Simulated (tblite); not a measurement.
## NaF: one setting at a time in tblite

Simulated with tblite 0.8.0. This is a test of settings. The cell began as a measured structure and was relaxed with r2SCAN in plane waves (Ansatz 0.2.0). All runs are without spin polarisation.

The symmetry is Fm-3m (No. 225, cubic); a = 4.594 Å in the conventional setting, 12.12 Å³ an atom. Na is surrounded by 6 F at 2.30 Å; F is surrounded by 6 Na at 2.30 Å.

The base run uses GFN1-xTB on a cluster of 64 atoms.

```python
import json
from ase import Atoms
from ase.build import make_supercell
from ase.units import Bohr, GPa, Hartree
from tblite.interface import Calculator

atoms = Atoms(['Na', 'F'],
              cell=[[0.0, 2.29724179, 2.29724179], [2.29724179, 0.0, 2.29724179], [2.29724179, 2.29724179, 0.0]],
              scaled_positions=[[0.0, 0.0, 0.0], [0.5, 0.5, 0.5]],
              pbc=True)
cluster = make_supercell(atoms, [[-2, 2, 2], [2, -2, 2], [2, 2, -2]])
calc = Calculator('GFN1-xTB', cluster.numbers, cluster.positions / Bohr, lattice=cluster.cell[:] / Bohr, periodic=cluster.pbc)
calc.set('temperature', 0.02 / Hartree)
calc.set('max-iter', 150)
res = calc.singlepoint()
levels = res.get('orbital-energies') * Hartree
nv = round(res.get('orbital-occupations').sum() / 2)
cells = len(cluster) // len(atoms)
out = {'energy_per_cell': res.get('energy') * Hartree / cells, 'homo': levels[nv - 1], 'lumo': levels[nv],
       'stress': (-res.get('virial') * Hartree / cluster.get_volume() / GPa).tolist(), 'charges': res.get('charges')[:len(atoms)].tolist(), 'electrons': 2 * nv / cells}
json.dump(out, open('results.json', 'w'))
for key, value in out.items():
    print(key, value)
```

Command: `python run.py`. It took 3.8 s on 1 thread of Arm Neoverse V1 (shared host), peak memory 0.1 GiB.

It converged with a gap of 2.05 eV and a pressure of 2.19 GPa (positive in compression). xTB was fitted to molecules, so gaps, charges and pressures of solids can be far off.

Each further run moved one setting: mixer-damping (damping of the charge mixer); temperature (electronic temperature in eV); method (Hamiltonian); max-iter (limit on cycles); cluster (size of the cluster in conventional cells). Changes are from the base run, which isn't itself converged in every setting; energies of another Hamiltonian, functional, basis or charge aren't compared, and those at a high electronic temperature are mostly its entropy term.

```json
{"setting": "mixer-damping = 0.7", "how it ended": "converged", "gap change (eV)": "0.00", "energy change (meV/atom)": "0.0", "pressure change (GPa)": "0.00", "time (s)": "3.8"}
{"setting": "temperature = 0.001", "how it ended": "converged", "gap change (eV)": "0.00", "energy change (meV/atom)": "0.0", "pressure change (GPa)": "0.00", "time (s)": "3.8"}
{"setting": "method = IPEA1-xTB", "how it ended": "converged", "gap change (eV)": "5.00", "energy change (meV/atom)": "–", "pressure change (GPa)": "-15.72", "time (s)": "5.2"}
{"setting": "max-iter = 5 (poor on purpose)", "how it ended": "not converged", "gap change (eV)": "–", "energy change (meV/atom)": "–", "pressure change (GPa)": "–", "time (s)": "3.8"}
{"setting": "cluster = 1x1x1 (poor on purpose)", "how it ended": "converged", "gap change (eV)": "-1.23", "energy change (meV/atom)": "504.9", "pressure change (GPa)": "14.85", "time (s)": "1"}
```

mixer-damping = 0.7 changes nothing that matters here. temperature = 0.001 changes nothing that matters here. With max-iter = 5 the cycle ended unconverged.

The end of the log, shortened, for max-iter = 5:

```
------------------------------------------------------------
  cycle        total energy    energy error   density error
------------------------------------------------------------
      1     -164.4314499094  -1.6425578E+02   6.8868792E-01
      2     -147.3953809838   1.7036069E+01   6.9730706E-01
      3     -170.8420343965  -2.3446653E+01   3.6406817E-01
      4     -175.3064305599  -4.4643962E+00   5.7234867E-02
      5     -174.3378443266   9.6858623E-01   1.1232370E-01
------------------------------------------------------------
 total:                                   3.087 sec
tblite.exceptions.TBLiteRuntimeError: SCF not converged in 5 cycles
```
